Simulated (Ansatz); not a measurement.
Ge2Sb2Te5:

```xyz
9
Lattice="4.2941 0.0000 0.0000 -2.1470 3.7188 0.0000 0.0000 0.0000 17.1013" Properties=species:S:1:pos:R:3 pbc="T T T"
Te    2.1470    1.2396    7.1807
Te    0.0000    2.4792    9.9206
Te    0.0000    2.4792    3.4466
Te    2.1470    1.2396   13.6547
Te    0.0000    0.0000    0.0000
Sb    0.0000    0.0000    5.4736
Sb    0.0000    0.0000   11.6278
Ge    2.1470    1.2396    1.7596
Ge    0.0000    2.4792   15.3417
```

The cell comes from a database or a generator and needn't be the stable form of this composition.

| Item | Value |
| --- | --- |
| Program | Ansatz 0.2.0 |
| Task | relaxation of cell and atoms |
| Functional | PBEsol |
| Dispersion | D3(BJ) |
| Potentials or basis | Ansatz PAW |
| Cutoff | 420 eV (not typed: the program's choice for these potentials) |
| k mesh | 7 × 7 × 2 |
| Occupations | fermi-dirac, width 0.05 eV |
| Spin | no spin polarisation |

At the start: volume 30.34 Å³/atom.

Where does the relaxation end?

It ends after 6 steps and the volume is 27.55 Å³/atom (-9.2 %); space group P-3m1 (No. 164, to 0.05 Å).

The path:
```tsv
step	energy change (eV)	largest force (eV/Å)	volume (Å³)
1	0.0000	0.1307	273.09
2	-0.2332	0.4447	239.10
3	-0.3487	0.0452	250.48
4	-0.3537	0.0204	248.12
5	-0.3539	0.0050	247.92
6	-0.3491	0.0051	247.92
```

Final structure:
```xyz
9
Lattice="4.1620 0.0000 0.0000 -2.0810 3.6044 0.0000 0.0000 0.0000 16.5263" Properties=species:S:1:pos:R:3 pbc="T T T"
Te    2.0810    1.2015    7.0112
Te    0.0000    2.4030    9.5151
Te    0.0000    2.4030    3.2969
Te    2.0810    1.2015   13.2294
Te    0.0000    0.0000    0.0000
Sb    0.0000    0.0000    5.2796
Sb    0.0000    0.0000   11.2466
Ge    2.0810    1.2015    1.6663
Ge    0.0000    2.4030   14.8600
```

Caveat: the plane-wave basis is chosen anew once the cell has moved, so the energies of steps on either side of that aren't comparable; pairwise dispersion overbinds metals, which lowers pressure and volume; the PAW data sets come from PBE, with cores solved anew for the run's functional, which leaves a small shift of forces and pressure.
